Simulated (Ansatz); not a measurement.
# FHMoO3: up Jacob's ladder to CCSD(T)

One table from this session's results is given with a row withheld; the runs are named, their logs left out.

Method: functionals in def2-TZVPP, the program's frozen cores in correlated methods; program: Ansatz 0.2.0, Gaussian basis.

Plan: LDA (SPW92), PBE-D4, revPBE-D4, BLYP-D4, r2SCAN-D4, B97M-V, PBE0-D4, B3LYP-D4, r2SCANh-D4, r2SCAN0-D4, HSE06-D4, BHLYP-D4, CAM-B3LYP-D4, LC-ωPBE, ωB97X-V, ωB97M-V, B2PLYP, PBE-QIDH; CCSD(T)/def2-SVP; CCSD(T)/def2-TZVPP; MP2/def2-QZVPP; extrapolation to the limit; RPA on PBE.

## The geometry

All runs share one geometry, relaxed beforehand with PBE0-D4 in a triple-zeta def2 set. Mo takes the def2 core potential; no spin-orbit term is included.

6 atoms, charge 0, spin multiplicity 1.

Atoms are counted from 1 here; the program's logs count them from 0.

Bond lengths: O1–Mo2 1.669 Å, Mo2–O3 1.670 Å, Mo2–O4 1.860 Å, Mo2–F5 1.844 Å, O4–H6 0.961 Å. Angles: O1–Mo2–O3 107.9°, O1–Mo2–O4 108.8°, O1–Mo2–F5 110.0°, O3–Mo2–O4 110.0°, O3–Mo2–F5 109.7°, O4–Mo2–F5 110.4°, Mo2–O4–H6 124.6°.

As a file:

```mol
FHMoO3
  3D, bonds by distance, orders not assigned

  6  5  0  0  0  0  0  0  0  0999 V2000
    0.8068   -1.2231    1.2663 O   0  0
    0.3231   -0.3109   -0.0452 Mo  0  0
   -0.5573   -1.3000   -1.0622 O   0  0
   -0.7426    1.0885    0.5592 O   0  0
    1.7986    0.3430   -0.9363 F   0  0
   -1.5864    1.3386    0.1723 H   0  0
  1  2  8  0
  2  3  8  0
  2  4  8  0
  2  5  8  0
  4  6  8  0
M  END
```

The first run:

The input, in.yaml:

```yaml
crystal:
  periodic: [false, false, false]
  atoms:
    - {symbol: O, position_ang: [0.806817, -1.223136, 1.266281]}
    - {symbol: Mo, position_ang: [0.323081, -0.310876, -0.045245]}
    - {symbol: O, position_ang: [-0.557262, -1.300042, -1.062180]}
    - {symbol: O, position_ang: [-0.742648, 1.088452, 0.559150]}
    - {symbol: F, position_ang: [1.798648, 0.343043, -0.936307]}
    - {symbol: H, position_ang: [-1.586434, 1.338560, 0.172301]}
basis:
  gaussian: {orbitals: def2-TZVPP}
hamiltonian: {xc: lda}
output: {orbitals: {seedname: orbitals}}
```

Launch:

```console
$ ansatz run in.yaml --threads 4 --pin off --events-out ev --progress --plain --max-ram 10444MiB
```

Steps of the session up to this table: LDA; PBE-D4 (GGA); revPBE-D4 (GGA); BLYP-D4 (GGA); r2SCAN-D4 (meta-GGA); B97M-V (meta-GGA); PBE0-D4 (hybrid); B3LYP-D4 (hybrid); r2SCANh-D4 (hybrid); r2SCAN0-D4 (hybrid); HSE06-D4 (hybrid); BHLYP-D4 (hybrid); CAM-B3LYP-D4 (range-separated); LC-ωPBE (range-separated); ωB97X-V (range-separated); ωB97M-V (range-separated); B2PLYP (double hybrid); PBE-QIDH (double hybrid).

One table of the session follows, with a row left open; its other results are not shown here.

It belongs to the step «Orbital energies across the functionals». 

| functional | HOMO (eV) | LUMO (eV) | gap (eV) |
| --- | --- | --- | --- |
| LDA (SPW92) | -8.17 | -3.63 | 4.55 |
| PBE-D4 | -7.92 | -3.35 | 4.57 |
| revPBE-D4 | ? | ? | ? |
| BLYP-D4 | -7.83 | -3.30 | 4.53 |
| r2SCAN-D4 | -8.32 | -3.35 | 4.97 |
| B97M-V | -8.38 | -3.30 | 5.08 |
| PBE0-D4 | -9.60 | -2.64 | 6.96 |
| B3LYP-D4 | -9.35 | -2.91 | 6.44 |
| r2SCANh-D4 | -8.94 | -3.07 | 5.87 |
| r2SCAN0-D4 | -9.89 | -2.64 | 7.25 |
| HSE06-D4 | -9.20 | -3.02 | 6.17 |
| BHLYP-D4 | -11.23 | -1.82 | 9.42 |
| CAM-B3LYP-D4 | -11.08 | -1.58 | 9.50 |
| LC-ωPBE | -12.37 | -0.33 | 12.04 |
| ωB97X-V | -12.03 | -0.41 | 11.62 |
| ωB97M-V | -11.98 | -0.43 | 11.55 |

**Question.** Estimate the row for revPBE-D4.

The run gave: HOMO (eV): -7.83; LUMO (eV): -3.24; gap (eV): 4.58.
